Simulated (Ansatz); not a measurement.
# CH5BCl3N: one species, many methods

The task here is to estimate one member of a computed series from the others.

Method: functionals in def2-TZVPP, the program's frozen cores in correlated methods; program: Ansatz 0.2.0, Gaussian basis.

Plan: LDA (SPW92), PBE-D4, revPBE-D4, BLYP-D4, r2SCAN-D4, B97M-V, PBE0-D4, B3LYP-D4, r2SCANh-D4, r2SCAN0-D4, HSE06-D4, BHLYP-D4, CAM-B3LYP-D4, LC-ωPBE, ωB97X-V, ωB97M-V, B2PLYP, PBE-QIDH; CCSD(T)/def2-SVP; CCSD(T)/def2-TZVPP; MP2/def2-QZVPP; extrapolation to the limit; RPA on PBE.

### The relaxed structure

The geometry comes from an earlier relaxation with PBE0-D4 in a triple-zeta def2 set; it is a stationary point, not always the lowest conformer.

SMILES `C[NH2+][B-](Cl)(Cl)Cl`, 11 atoms, charge 0, spin multiplicity 1.

Atoms are counted from 1 here; the program's logs count them from 0.

Bond lengths: C1–N2 1.476 Å, C1–H7 1.090 Å, C1–H8 1.087 Å, C1–H9 1.087 Å, N2–B3 1.614 Å, N2–H10 1.019 Å, N2–H11 1.019 Å, B3–Cl4 1.827 Å, B3–Cl5 1.835 Å, B3–Cl6 1.827 Å. Angles: N2–C1–H7 110.1°, N2–C1–H8 108.3°, N2–C1–H9 108.3°, H7–C1–H8 110.4°, H7–C1–H9 110.4°, H8–C1–H9 109.2°, C1–N2–B3 117.2°, C1–N2–H10 110.4°, C1–N2–H11 110.4°, B3–N2–H10 105.8°, B3–N2–H11 105.8°, H10–N2–H11 106.5°, N2–B3–Cl4 106.7°, N2–B3–Cl5 103.7°, N2–B3–Cl6 106.7°, Cl4–B3–Cl5 112.7°, Cl4–B3–Cl6 113.6°, Cl5–B3–Cl6 112.7°.

The first run:

in.yaml reads:

```yaml
crystal:
  periodic: [false, false, false]
  atoms:
    - {symbol: C, position_ang: [0.133876, -1.081922, 0.824139]}
    - {symbol: N, position_ang: [0.548424, -0.125419, -0.220774]}
    - {symbol: B, position_ang: [-0.486241, 1.056710, -0.591287]}
    - {symbol: Cl, position_ang: [-2.008442, 0.249700, -1.199378]}
    - {symbol: Cl, position_ang: [0.384946, 2.001252, -1.900760]}
    - {symbol: Cl, position_ang: [-0.735064, 2.032134, 0.933502]}
    - {symbol: H, position_ang: [0.914460, -1.825403, 0.982081]}
    - {symbol: H, position_ang: [-0.787400, -1.561476, 0.501922]}
    - {symbol: H, position_ang: [-0.052523, -0.526829, 1.740490]}
    - {symbol: H, position_ang: [1.415903, 0.337787, 0.045393]}
    - {symbol: H, position_ang: [0.737562, -0.613633, -1.094726]}
basis:
  gaussian: {orbitals: def2-TZVPP}
hamiltonian: {xc: lda}
output: {orbitals: {seedname: orbitals}}
```

Launch:

```console
$ ansatz run in.yaml --threads 4 --pin off --events-out ev --progress --plain --max-ram 11315MiB
```

Among the steps run: LDA; PBE-D4 (GGA); revPBE-D4 (GGA); BLYP-D4 (GGA); r2SCAN-D4 (meta-GGA); B97M-V (meta-GGA); PBE0-D4 (hybrid); B3LYP-D4 (hybrid); r2SCANh-D4 (hybrid); r2SCAN0-D4 (hybrid); HSE06-D4 (hybrid); BHLYP-D4 (hybrid); CAM-B3LYP-D4 (range-separated); LC-ωPBE (range-separated); ωB97X-V (range-separated); ωB97M-V (range-separated); B2PLYP (double hybrid); PBE-QIDH (double hybrid).

One of the session's tables, all rows but one given; the rest of the session is left out.

It belongs to the step «Orbital energies across the functionals». 

```
  functional  HOMO (eV)  gap (eV)
 LDA (SPW92)      -6.72      5.70
      PBE-D4      -6.57      5.72
   revPBE-D4      -6.51      5.76
     BLYP-D4      -6.39      5.53
   r2SCAN-D4      -6.92      6.71
      B97M-V      -7.03      6.37
     PBE0-D4      -7.97      7.96
    B3LYP-D4      -7.68      7.32
  r2SCANh-D4      -7.43      7.48
  r2SCAN0-D4          ?         ?
    HSE06-D4      -7.56      7.18
    BHLYP-D4      -9.21      9.82
CAM-B3LYP-D4      -9.32     10.08
     LC-ωPBE     -10.77     12.86
     ωB97X-V     -10.39     12.25
     ωB97M-V     -10.22     11.64
```

**Question.** Estimate the row for r2SCAN0-D4.

Worked estimate for «HOMO (eV)». Against the share of exact exchange, r2SCAN-D4 (0, -6.92), r2SCANh-D4 (0.1, -7.43) give a slope of -5.10 per unit share; at 0.25 the line stands at -8.19.

As computed: HOMO (eV): -8.20; gap (eV): 8.61. In «HOMO (eV)» the line misses by +0.01.
